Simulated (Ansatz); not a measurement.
# BW3: the cost of one run

Method: DFT PBE, scalar-relativistic, plane waves, PAW, in Ansatz 0.2.0.

### Step 1. The system as given

Symmetry: P6_3/mmc, No. 194, hexagonal system. The conventional cell has a = 2.897 Å, b = 2.897 Å, c = 13.939 Å, α = 90.00°, β = 90.00°, γ = 120.00°. Around B (site symmetry -3m) lie 6 W at 2.08 Å. W (site symmetry 3m) has 3 B at 2.08 Å as nearest neighbours. W (site symmetry -6m2) is surrounded by 12 W at 2.80 to 2.90 Å.

As a file:

```cif
data_structure
_symmetry_space_group_name_H-M 'P 1'
_symmetry_Int_Tables_number 1
_cell_length_a 2.8971
_cell_length_b 2.8971
_cell_length_c 13.9393
_cell_angle_alpha 90.000
_cell_angle_beta 90.000
_cell_angle_gamma 120.000
_cell_volume 101.32
loop_
_atom_site_label
_atom_site_type_symbol
_atom_site_fract_x
_atom_site_fract_y
_atom_site_fract_z
_atom_site_occupancy
B1 B 0.00000 0.00000 0.00000 1
B2 B 0.00000 0.00000 0.50000 1
W1 W 0.33333 0.66667 0.08889 1
W2 W 0.66667 0.33333 0.58889 1
W3 W 0.33333 0.66667 0.41111 1
W4 W 0.66667 0.33333 0.91111 1
W5 W 0.33333 0.66667 0.75000 1
W6 W 0.66667 0.33333 0.25000 1
```

Recipe of the guess: species swapped into a database cell of Co3H (P6_3/mmc, No. 194), with W on the Co sites and B on the H sites. Lengths come from tabulated atomic sizes and are only a guess.

### Step 2. Probe: one point on a coarse mesh

Input file input.yaml:

```yaml
crystal:
  lattice:
    - [2.89706015, 0.0, 0.0]
    - [-1.44853007, 2.50892769, 0.0]
    - [0.0, 0.0, 13.93931363]
  atoms:
    - { symbol: B, position: [0.0, 0.0, 0.0] }
    - { symbol: B, position: [0.0, 0.0, 0.5] }
    - { symbol: W, position: [0.33333333, 0.66666667, 0.08888726] }
    - { symbol: W, position: [0.66666667, 0.33333333, 0.58888726] }
    - { symbol: W, position: [0.33333333, 0.66666667, 0.41111274] }
    - { symbol: W, position: [0.66666667, 0.33333333, 0.91111274] }
    - { symbol: W, position: [0.33333333, 0.66666667, 0.75] }
    - { symbol: W, position: [0.66666667, 0.33333333, 0.25] }
basis:
  ecutwfc: 420
kpoints:
  mp_grid: { grid: [6, 6, 2] }
hamiltonian:
  xc: pbe
scf:
  occupations: { method: gaussian, width: 0.1 }
  lower_state_search: "off"
output:
  forces: true
  stress: true
  eigenvalues: true
```

Launch:

```bash
$ ansatz run input.yaml --threads 1 --pin off --max-ram 2560MiB --backend cpu --events-out ev --progress --plain --runs-dir out
```

Q: Estimate wall time and peak memory on 1 thread of Arm Neoverse V1, shared host.

About 4.3 s, with a peak of 0.36 GiB.
